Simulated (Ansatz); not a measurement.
**CH5FGeOSi: how energies converge with the basis set**

How large a basis does CH5FGeOSi need? Two functionals are run in growing sets.

Computed with Ansatz 0.2.0, Gaussian basis. Level: one geometry, several basis sets.

The runs, in order: PBE0-D4/def2-SVP; ωB97M-V/def2-SVP; PBE0-D4/def2-QZVPP; ωB97M-V/def2-QZVPP; the functionals' def2-TZVPP values are taken from earlier runs.

### 1 The geometry

All runs share one geometry, relaxed beforehand with PBE0-D4 in a triple-zeta def2 set.

SMILES `F[C]1([GeH3])O[SiH2]1`, 10 atoms, charge 0, spin multiplicity 1.

Atoms are counted from 1 here; the program's logs count them from 0.

Bond lengths: F1–C2 1.374 Å, C2–Ge3 1.971 Å, C2–O4 1.427 Å, C2–Si5 1.828 Å, Ge3–H6 1.536 Å, Ge3–H7 1.534 Å, Ge3–H8 1.535 Å, O4–Si5 1.679 Å, Si5–H9 1.478 Å, Si5–H10 1.476 Å. Angles: F1–C2–Ge3 111.1°, F1–C2–O4 111.0°, F1–C2–Si5 117.7°, Ge3–C2–O4 115.2°, Ge3–C2–Si5 128.7°, O4–C2–Si5 60.6°, C2–Ge3–H6 107.2°, C2–Ge3–H7 108.7°, C2–Ge3–H8 109.5°, H6–Ge3–H7 110.1°, H6–Ge3–H8 110.5°, H7–Ge3–H8 110.7°, C2–O4–Si5 71.6°, C2–Si5–O4 47.8°, C2–Si5–H9 123.4°, C2–Si5–H10 120.5°, O4–Si5–H9 115.9°, O4–Si5–H10 116.0° and more.

### 2 PBE0-D4 in def2-SVP

File in.yaml:

```yaml
crystal:
  periodic: [false, false, false]
  atoms:
    - {symbol: F, position_ang: [0.011495, -0.691384, -1.835174]}
    - {symbol: C, position_ang: [-0.090981, -0.103395, -0.597957]}
    - {symbol: Ge, position_ang: [0.211091, -1.417631, 0.839307]}
    - {symbol: O, position_ang: [-1.298543, 0.649486, -0.488957]}
    - {symbol: Si, position_ang: [-0.005993, 1.720717, -0.514768]}
    - {symbol: H, position_ang: [0.191732, -0.649381, 2.168846]}
    - {symbol: H, position_ang: [1.582285, -2.072935, 0.628141]}
    - {symbol: H, position_ang: [-0.903325, -2.473052, 0.811960]}
    - {symbol: H, position_ang: [0.238968, 2.466575, 0.737668]}
    - {symbol: H, position_ang: [0.146471, 2.519799, -1.746169]}
basis:
  gaussian: {orbitals: def2-SVP}
hamiltonian: {xc: pbe0, dispersion: d4}
output: {orbitals: {seedname: orbitals}}
```

Started as:

```console
> ansatz run in.yaml --threads 4 --pin off --events-out ev --progress --plain --max-ram 10444MiB
```

Further steps of the session: ωB97M-V in def2-SVP; PBE0-D4 in def2-QZVPP; ωB97M-V in def2-QZVPP.

Q: Predict the results of all the runs planned. Wanted: PBE0-D4: double and triple zeta above quadruple; ωB97M-V: double and triple zeta above quadruple.

The runs gave:

| quantity | value |
| --- | --- |
| PBE0-D4: double and triple zeta above quadruple | 18.88, 1.81 eV |
| ωB97M-V: double and triple zeta above quadruple | 18.97, 1.75 eV |

**Reading.** PBE0-D4 gains 17.06 eV from double to triple zeta, then 1.81 eV more. These are total energies; as a rule much of such shifts cancels in differences, which this series doesn't test. The LUMO of ωB97M-V is positive and keeps falling with the basis (1.34 to 0.56 eV): an unbound level that the basis holds in place.
